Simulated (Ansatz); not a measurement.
# TiB2: bonding charge in real space

For TiB2 at its listed geometry, this session asks how the density differs from that of free atoms, which states sit where, how the density follows a moved atom and how the functional moves the density.

Method: DFT PBE, scalar-relativistic, plane waves, PAW, in Ansatz 0.2.0.

### 1 Starting point

It takes space group P6/mmm (No. 191, hexagonal). Conventional cell: a = 3.029 Å, b = 3.029 Å, c = 3.228 Å, α = 90.00°, β = 90.00°, γ = 120.00°. Ti (site symmetry 6/mmm) is surrounded by 12 B at 2.38 Å. B (site symmetry -6m2) is surrounded by 3 B at 1.75 Å and 6 Ti at 2.38 Å.

As a file:

```xyz
3
Lattice="3.0292 0.0000 0.0000 -1.5146 2.6234 0.0000 0.0000 0.0000 3.2284" Properties=species:S:1:pos:R:3 pbc="T T T"
Ti    0.0000    0.0000    0.0000
B     0.0000    1.7489    1.6142
B     1.5146    0.8745    1.6142
```

The structure comes from the Crystallography Open Database.

### 2 Ground state at the listed geometry

Contents of input.yaml:

```yaml
crystal:
  lattice:
    - [3.0292, 0.0, 0.0]
    - [-1.5146, 2.6233641531, 0.0]
    - [0.0, 0.0, 3.2284]
  atoms:
    - { symbol: Ti, position: [0.0, 0.0, 0.0] }
    - { symbol: B, position: [0.3333333333, 0.6666666667, 0.5] }
    - { symbol: B, position: [0.6666666667, 0.3333333333, 0.5] }
basis:
  ecutwfc: 420
  fft_grid_basis: typed
kpoints:
  mp_grid: { grid: [12, 12, 10] }
hamiltonian:
  xc: pbe
  pseudopotentials: { kind: paw }
scf:
  occupations: { method: gaussian, width: 0.05 }
output:
  forces: true
  stress: true
  eigenvalues: true
  bader: true
  write_density: true
  volumetric_format: npy
  elf: true
```

Started as:

```
> ansatz run input.yaml --threads 1 --pin off --max-ram 2560MiB --backend cpu --events-out ev --progress --plain --runs-dir out
```

What it wrote, shortened:

```text
Warning: RAYON_NUM_THREADS=1 ignored (pool sized by the plan → 1); use --threads N
[...]
Pseudopotentials: kind: paw
Pseudopotential: Ti, paw, valence charge 12, recommended cutoff 420 eV (normal), Ti.paw.azcp
Pseudopotential: B, paw, valence charge 3, recommended cutoff 420 eV (normal), B.paw.azcp
Functional definition: PBE
[...]
Crystal: 3 atoms, lattice volume = 25.655 Å³
Basis set: ecut = 420 eV, 503 PW (Γ), exchange–correlation on 48×48×48 points (8 copies of the dense FFT grid, shifted against one another)
Bands: 13, of which v1, the nominal top of the filled ones, is band 9 counted from 1 (8 counted from 0)
Symmetry: 24 space group operations
Space group: P6/mmm (ITA 191), of the structure as read, at distance tolerance 2.9e-5 Å
k-points: 114 of 1440
[...]
SCF iter   1: F=—  HF=-2814.694531 eV  |F-HF|=—  |Δ(HF+E_count)|=         —  Δρ=3.03e-3  dr2=1.95e-3  ethr=1.77e-3  ⟨swp⟩=4.4  Hψ=7050  notcnv=0
[...]
SCF iter   6: F=-2814.693803 eV  HF=-2814.693803 eV  |F-HF|=2.91e-11  |Δ(HF+E_count)|=   1.53e-9  Δρ=5.18e-7  dr2=6.84e-11  ethr=3.41e-11  ⟨swp⟩=2.0  Hψ=4445  notcnv=0
[...]
SCF converged after 6 iterations
Free energy (F): -2814.693803 eV
[...]
E sigma→0 (E₀):  -2814.693346 eV
Entropy (-TS):   -0.000913 eV (-0.304 meV/atom)
Fermi energy:    15.190191 eV
[...]
--- Forces (eV/Å), atoms counted from 1 ---
  atom   1  Ti    -0.00000000     0.00000000     0.00000000
  atom   2  B      0.00000000    -0.00000000     0.00000000
  atom   3  B      0.00000000     0.00000000     0.00000000
[...]
--- Stress (GPa, compression-positive) ---
        0.513214       0.000000      -0.000000
        0.000000       0.513214      -0.000000
       -0.000000      -0.000000      -0.313347
  P = ⅓ Tr σ = 0.2377 GPa (2.377 kbar)
--- Band table (eV; the first three rows and the last of 114) ---
  k-point 0: bands = ["-41.7539", "-18.1094", "-17.8011", "-17.8011", "1.6589", "12.5658", "12.5658", "12.8418", "13.0571", "17.0681", "17.0681", "18.8233", "18.8233"]
[...]
--- Bader charges: 3 sites ---
  site symbol  charge [e]  shift [e]
     0     Ti      1.4506     0.0020
     1      B     -0.7255     0.0010
     2      B     -0.7250     0.0010
  estimated error of the sums over rays = 5.4e-4 e
```

Wall time 32 s (1 thread of Arm Neoverse N1, shared host); peak memory 0.32 GiB.

### 3 Density, ELF and deformation density

Density in a lattice plane of the grid's cell (edges 3.03 and 3.03 Å, at 0.500 of the third edge), which holds B.

Ten even steps from ' ' (0.18 e/Å³) to '@' (0.85 e/Å³):
```
      ....::--++**##%%@@@@%%##**==--::..        
    ....::--==**##%%@@@@@@%%##++==--::..        
  ....::--==**##%%@@@@@@@@%%**++==--::....      
..::----++**##########%%%%##**++==--::..........
::--==++**####**++==++**####**++==--::::::::::::
==++**######**--::::==**%%####++++==------------
****##%%%%##++::::--**%%@@%%##**++++========++++
##%%@@@@%%##++====**%%@@@@%%%%##**************##
%%@@@@@@@@##****##%%@@@@@@@@%%%%%%########%%%%%%
@@@@@@@@%%%%##%%%%@@@@@@@@@@@@@@%%%%##%%%%@@@@@@
%%%%%%%%########%%%%%%@@@@@@@@%%##****##@@@@@@@@
####**************##%%%%@@@@%%**====++##%%@@@@%%
**++++========++++**##%%@@%%**--::::++##%%%%##**
==------------==++++####%%**==::::--**######**++
::::::::::::::--==++**####**++==++**####**++==--
............::--==++**##%%%%##########**++----::
        ....::--==++**%%@@@@@@@@%%##**==--::....
          ..::--==++##%%@@@@@@%%##**==--::....  
          ..::--==**##%%@@@@%%##**++--::....    
        ....::==++**%%%%@@%%%%**++==::....      
```
Columns run along the first of these edges and rows up along the second, over one cell in 24 and 20 even steps from the bottom left corner. Atoms in the plane (fractional): B at (0.33, 0.67), B at (0.67, 0.33).

ELF in the same plane.

Ten even steps from ' ' (0.01) to '@' (0.86):
```
::::::--==++**##%%@@@@@@@@@@@@%%##**++==--::::::
::----==++**####%%%%%%%%%%%%%%####**++==--::::::
--====++**********++++++************++==--------
==++********++==--::::----++********++++========
****####**==::..      ..::==**####****++++++++++
########++--          ..--**##%%####**********##
%%%%%%##==::        ..--**##%%%%%%####******##%%
@@@@%%##==::      ..--**%%@@@@@@%%##******##%%@@
@@@@%%##==::  ..::==**%%@@@@@@%%##**++++**##%%@@
@@@@%%##++--::--++##%%@@@@@@%%##++--::--++##%%@@
@@@@%%##**++++**##%%@@@@@@%%**==::..  ::==##%%@@
@@@@%%##******##%%@@@@@@%%**--..      ::==##%%@@
%%%%##******####%%%%%%##**--..        ::==##%%%%
####**********####%%##**--..          --++######
**++++++++++****####**==::..      ..::==**####**
==========++++********++----::::--==++********++
----------==++************++++++**********++====
::::::::--==++**####%%%%%%%%%%%%%%####**++==----
::::::::--==++**##%%@@@@@@@@@@@@%%##**++==--::::
..::::----++**##%%@@@@@@@@@@@@@@%%##**++----::::
```
Columns run along the first of these edges and rows up along the second, over one cell in 24 and 20 even steps from the bottom left corner. Atoms in the plane (fractional): B at (0.33, 0.67), B at (0.67, 0.33).

Both are smooth fields of the valence electrons: close to the nuclei they are not physical.

Maxima of ELF outside the ion cores: 0.86 on the B–B line, 0.9 Å from B; 0.65 beside B, off the lines to its neighbours, 0.9 Å from B.

The reference for the deformation density is the superposition of neutral spherical atoms (taken from a run stopped after its first cycle, not shown).

Deformation density: the crystal less neutral atoms. These are valence pseudo-densities (PAW): inside the atomic spheres they are not the true ones.

Deformation density in a lattice plane of the grid's cell (edges 3.03 and 3.03 Å, at 0.500 of the third edge), which holds B.

Ten even steps from '0' (-137.35 × 10⁻³ e/Å³) to '9' (158.94 × 10⁻³ e/Å³):
```
333334456899987654433333
333344567899976544433333
333444567788765444433333
444444555666655444443333
445555543234555554444344
556665410024666655444445
677775200146777765544456
888875212468988766545567
999975445789998876556788
999876567899999876567899
988765567889998754457999
876554566788986421257888
665444556777764100257777
554444455666642001456665
444344445555543234555554
433334444455666655544444
333333444456788776544433
333333444567999876544333
333333445678999865443333
233334456789998765443333
```
Columns run along the first of these edges and rows up along the second, over one cell in 24 and 20 even steps from the bottom left corner. Atoms in the plane (fractional): B at (0.33, 0.67), B at (0.67, 0.33).

> Where does charge go when the atoms form this crystal?

B–B (1.75 Å): Δρ is +0.16 e/Å³ at the midpoint, where it peaks: a build-up of bond charge, the mark of a shared pair. B–Ti (2.38 Å): Δρ is −0.005 e/Å³ at the midpoint: little charge gathers at the midpoint. Outside the cores the largest gain is 0.16 e/Å³, 0.9 Å from a B nucleus, and the largest loss 0.07 e/Å³, at the edge of the Ti core regions. The rearranged charge, half the integral of |Δρ|, is about 0.13 e an atom. Bader charges: Ti +1.45 and B −0.73 e.

### 4 Densities by energy window

The windows are set from the levels of the base run, in eV from its Fermi level.

Changes to input.yaml since step 2:

```diff
@@ -19,9 +19,25 @@
   occupations: { method: gaussian, width: 0.05 }
+  n_extra_bands: 6
 output:
   forces: true
-  stress: true
+  stress: false
   eigenvalues: true
-  bader: true
-  write_density: true
+  bader: false
+  write_density: false
   volumetric_format: npy
-  elf: true
+  band_densities:
+    - { e_range: [-0.25, 0.25] }
+    - { e_range: [-1.2, 0.0] }
+    - { e_range: [-13.55, -9.02] }
+    - { e_range: [-9.02, -4.51] }
+  dos:
+    e_range: [-30, 8]
+    de: 0.02
+    method: { smearing: { sigma: 0.03, scheme: gaussian } }
+    projected: { site_lists: { B: [B], Ti: [Ti] } }
+checkpoint:
+  read: start.run
+  write: ck
+  compress: false
+  write_wavefunctions: false
+  write_every: 100000
```

Started as:

```
> ansatz run input.yaml --threads 1 --pin off --max-ram 2560MiB --backend cpu --events-out ev --progress --plain --runs-dir out
```

What it wrote, shortened:

```text
Warning: RAYON_NUM_THREADS=1 ignored (pool sized by the plan → 1); use --threads N
scf.n_extra_bands = 6 over 9 filled bands (N_el = 18.0): the run solves 15 bands
[...]
[... 4 set-up lines as earlier in the session ...]
[...]
Crystal: 3 atoms, lattice volume = 25.655 Å³
Basis set: ecut = 420 eV, 503 PW (Γ), exchange–correlation on 48×48×48 points (8 copies of the dense FFT grid, shifted against one another)
Bands: 15, of which v1, the nominal top of the filled ones, is band 9 counted from 1 (8 counted from 0)
[... 2 set-up lines as earlier in the session ...]
k-points: 114 of 1440
[...]
Free energy (F): -2814.693803 eV
[...]
E sigma→0 (E₀):  -2814.693346 eV
Entropy (-TS):   -0.000913 eV (-0.304 meV/atom)
Fermi energy:    15.190190 eV
[...]
--- Forces (eV/Å), atoms counted from 1 ---
  atom   1  Ti    -0.00000000     0.00000000     0.00000000
  atom   2  B      0.00000000    -0.00000000     0.00000000
  atom   3  B      0.00000000     0.00000000     0.00000000
[...]
--- Band table (eV; the first three rows and the last of 114) ---
  k-point 0: bands = ["-41.7539", "-18.1094", "-17.8011", "-17.8011", "1.6589", "12.5659", "12.5659", "12.8418", "13.0571", "17.0681", "17.0681", "18.8233", "18.8233", "20.9420", "20.9420"]
[...]
--- Band densities, each state counted as filled ---
  window                                       electrons  max residual (eV)  cut levels
  e_range: [-0.25, 0.25]                        0.177778             4.3e-5           0
  e_range: [-1.2, 0]                            0.538889             2.3e-6           0
  e_range: [-13.55, -9.02]                      1.984722             2.3e-6           0
  e_range: [-9.02, -4.51]                       3.009722             2.3e-6           0
```

Run time: 4.7 s. Hardware: 1 thread of Arm Neoverse N1, shared host; peak memory 0.32 GiB.

```tsv
window (eV from the Fermi level)	what it holds	electrons a cell	main Löwdin character
−13.6 to −9.0 eV	the lower third of the occupied valence band	1.99	B 2s (45 %), B 2p (30 %) and Ti 3d (10 %)
−9.0 to −4.5 eV	the middle third of the occupied valence band	3.01	B 2p (65 %), Ti 3d (15 %) and B 2s (15 %)
−1.2 to 0.0 eV	the filled states just under the Fermi level	0.54	Ti 3d (80 %) and B 2p (20 %)
−0.25 to +0.25 eV	the states at the Fermi level	0.18	Ti 3d (85 %) and B 2p (15 %)
```

Density of the states at the Fermi level, scaled to one electron a cell, in a lattice plane of the grid's cell (edges 3.03 and 3.03 Å, at 0.500 of the third edge), which holds B.

Ten even steps from ' ' (8.15 × 10⁻³ per Å³) to '@' (19.17 × 10⁻³ per Å³):
```
----------========----::::----========----------
------======++++++++======++++++++====----------
----====++**######******######**++====----------
--====++**%%@@%%##++**##@@@@%%**++====----------
====++**%%@@@@##==::==##@@@@%%**++==============
====++**%%%%**::    --##@@##**==================
--====**##**--    ..==**##++==--====++++**++====
::--==++**++--::::==++++==------==**######**++--
::::--++**##********++==::::--==**##@@@@%%**==--
..::==**%%@@@@@@%%**==::..::==**%%@@@@@@%%**==::
::--==**%%@@@@##**==--::::==++********##**++--::
::--++**######**==------==++++==::::--++**++==--
--====++**++++====--==++##**==..    --**##**====
====================**##@@##--    ::**%%%%**++==
================++**%%@@@@##==::==##@@@@%%**++==
------------====++**%%@@@@##**++##%%@@%%**++====
------------====++**######******######**++====--
------------====++++++++======++++++++======----
------------========----::::----========--------
------------====----::::..::::----====----------
```
Columns run along the first of these edges and rows up along the second, over one cell in 24 and 20 even steps from the bottom left corner. Atoms in the plane (fractional): B at (0.33, 0.67), B at (0.67, 0.33).

Projected on a minimal set of atomic orbitals (Löwdin), they are Ti 3d (85 %) and B 2p (15 %). In space (atomic cells sized by Bader volumes) the density divides as Ti about 70 % and B about 30 %. 

### 5 Moving B2 by 0.05 Å

The shift is (-0.031, 0.036, -0.014) Å; all periodic copies of the atom move with it.

Changes to input.yaml since step 2:

```diff
@@ -7,3 +7,3 @@
     - { symbol: Ti, position: [0.0, 0.0, 0.0] }
-    - { symbol: B, position: [0.3333333333, 0.6666666667, 0.5] }
+    - { symbol: B, position: [0.329934495, 0.6805681893, 0.4957625869] }
     - { symbol: B, position: [0.6666666667, 0.3333333333, 0.5] }
@@ -26,2 +26 @@
   volumetric_format: npy
-  elf: true
```

Started as:

```
> ansatz run input.yaml --threads 1 --pin off --max-ram 2560MiB --backend cpu --events-out ev --progress --plain --runs-dir out
```

What it wrote, shortened:

```text
Warning: RAYON_NUM_THREADS=1 ignored (pool sized by the plan → 1); use --threads N
[...]
[... 4 set-up lines as earlier in the session ...]
[...]
Crystal: 3 atoms, lattice volume = 25.655 Å³
Basis set: ecut = 420 eV, 503 PW (Γ), exchange–correlation on 48×48×48 points (8 copies of the dense FFT grid, shifted against one another)
Bands: 13, of which v1, the nominal top of the filled ones, is band 9 counted from 1 (8 counted from 0)
Symmetry: 1 space group operations
Space group: P1 (ITA 1), of the structure as read, at distance tolerance 2.9e-5 Å
k-points: 724 of 1440 (time reversal used)
[...]
SCF iter   1: F=—  HF=-2814.672345 eV  |F-HF|=—  |Δ(HF+E_count)|=         —  Δρ=3.07e-3  dr2=1.94e-3  ethr=1.77e-3  ⟨swp⟩=4.3  Hψ=44617  notcnv=0
[...]
SCF converged after 6 iterations
Free energy (F): -2814.671650 eV
[...]
E sigma→0 (E₀):  -2814.671352 eV
Entropy (-TS):   -0.000596 eV (-0.199 meV/atom)
Fermi energy:    15.190289 eV
[...]
--- Forces (eV/Å), atoms counted from 1 ---
  atom   1  Ti    -0.23494423     0.25836152    -0.09891149
  atom   2  B      0.55420735    -0.68889847     0.13023483
  atom   3  B     -0.31926501     0.43053830    -0.03135910
[...]
--- Stress (GPa, compression-positive) ---
        0.217748       0.309789       0.051054
        0.309789       1.624252      -0.037667
        0.051054      -0.037667      -0.217695
  P = ⅓ Tr σ = 0.5414 GPa (5.414 kbar)
--- Band table (eV; the first three rows and the last of 724) ---
  k-point 0: bands = ["-41.7535", "-18.1104", "-17.8072", "-17.7935", "1.6576", "12.3672", "12.7573", "12.8302", "13.0665", "17.0392", "17.0940", "18.6668", "18.9756"]
[...]
--- Bader charges: 3 sites ---
  site symbol  charge [e]  shift [e]
     0     Ti      1.4494     0.0020
     1      B     -0.7263     0.0009
     2      B     -0.7230     0.0010
  estimated error of the sums over rays = 8.2e-4 e
```

Run time: 1.8 min. Hardware: 1 thread of Arm Neoverse N1, shared host; peak memory 0.55 GiB.

Change of the density less the rigid motion of the neutral atom's own density.

About 0.05 e is rearranged in the cell. The largest gain outside the cores, 0.03 e/Å³, lies at the edge of the B core regions, and the largest loss, 0.03 e/Å³, at the edge of the B core regions.

The force on it changes by 0.89 eV/Å along the move, against it: a stiffness of about 18 eV/Å² for this sublattice shift.

### 6 The same cell with PBEsol

Changes to input.yaml since step 2:

```diff
@@ -15,3 +15,3 @@
 hamiltonian:
-  xc: pbe
+  xc: pbesol
   pseudopotentials: { kind: paw }
@@ -26,2 +26 @@
   volumetric_format: npy
-  elf: true
```

Started as:

```
> ansatz run input.yaml --threads 1 --pin off --max-ram 2560MiB --backend cpu --events-out ev --progress --plain --runs-dir out
```

What it wrote, shortened:

```text
Warning: RAYON_NUM_THREADS=1 ignored (pool sized by the plan → 1); use --threads N
[...]
[... 3 set-up lines as earlier in the session ...]
Functional definition: PBEsol
[...]
Crystal: 3 atoms, lattice volume = 25.655 Å³
Basis set: ecut = 420 eV, 503 PW (Γ), exchange–correlation on 48×48×48 points (8 copies of the dense FFT grid, shifted against one another)
Bands: 13, of which v1, the nominal top of the filled ones, is band 9 counted from 1 (8 counted from 0)
[... 2 set-up lines as earlier in the session ...]
k-points: 114 of 1440
[...]
SCF iter   1: F=—  HF=-2782.616264 eV  |F-HF|=—  |Δ(HF+E_count)|=         —  Δρ=6.49e-3  dr2=8.44e-3  ethr=1.77e-3  ⟨swp⟩=4.4  Hψ=7044  notcnv=0
[...]
SCF converged after 6 iterations
Free energy (F): -2782.612338 eV
[...]
E sigma→0 (E₀):  -2782.611866 eV
Entropy (-TS):   -0.000945 eV (-0.315 meV/atom)
Fermi energy:    15.088021 eV
[...]
--- Forces (eV/Å), atoms counted from 1 ---
  atom   1  Ti    -0.00000000     0.00000000     0.00000000
  atom   2  B     -0.00000000    -0.00000000     0.00000000
  atom   3  B      0.00000000     0.00000000     0.00000000
[...]
--- Stress (GPa, compression-positive) ---
       -4.264110       0.000000      -0.000000
        0.000000      -4.264110      -0.000000
       -0.000000      -0.000000      -6.885100
  P = ⅓ Tr σ = -5.1378 GPa (-51.378 kbar)
--- Band table (eV; the first three rows and the last of 114) ---
  k-point 0: bands = ["-41.5943", "-18.0586", "-17.7437", "-17.7437", "1.5994", "12.4790", "12.4790", "12.7699", "12.9262", "16.9804", "16.9804", "18.7593", "18.7593"]
[...]
--- Bader charges: 3 sites ---
  site symbol  charge [e]  shift [e]
     0     Ti      1.4145     0.0023
     1      B     -0.7075     0.0011
     2      B     -0.7070     0.0011
  estimated error of the sums over rays = 5.3e-4 e
```

It took 31 s on 1 thread of Arm Neoverse N1, shared host; peak memory 0.31 GiB.

Density with PBEsol less that of the base run, valid outside the PAW spheres.

The difference in a lattice plane of the grid's cell (edges 3.03 and 3.03 Å, at 0.500 of the third edge), which holds B.

Ten even steps from '0' (-5.23 × 10⁻³ e/Å³) to '9' (2.56 × 10⁻³ e/Å³):
```
999987643210012356889999
999876543111123457889999
988765432111234567889999
887655432112244567888998
765544321112344556778887
544332211112233445667766
332221111111222334556554
111111111111111234454432
000111221110001123443321
001123332110001123332110
012334432110001112211100
123445443211111111111111
345565543322211111112223
566776654433221111223344
778887765544321112344556
889988876544221123455678
999998876543211123456788
999998875432111134567899
999998865321001234678999
999998754210001245789999
```
Columns run along the first of these edges and rows up along the second, over one cell in 24 and 20 even steps from the bottom left corner. Atoms in the plane (fractional): B at (0.33, 0.67), B at (0.67, 0.33).

> How does the change of level move the electrons?

PBEsol has more density at the edge of the Ti core regions (up to 0.005 e/Å³) and less 0.9 Å from a B nucleus (by 0.005 e/Å³). Bader charges are Ti +1.45 and B −0.73 e with PBE and Ti +1.42 and B −0.71 e with PBEsol.

### 7 Outcome

| quantity | value |
| --- | --- |
| gap on the mesh | none (metal) |
| pressure | 0.2 GPa |
| Bader charges | Ti +1.45, B -0.73 to -0.72 e |
| the states at the Fermi level | Ti 3d (85 %) and B 2p (15 %) |
| stiffness against the shift of B2 | 17.7 eV/Å² |
| with PBEsol | gap none (metal), -5.1 GPa, 31 s against 32 s |

**Reading.** PBEsol has more density at the edge of the Ti core regions (up to 0.005 e/Å³) and less 0.9 Å from a B nucleus (by 0.005 e/Å³).
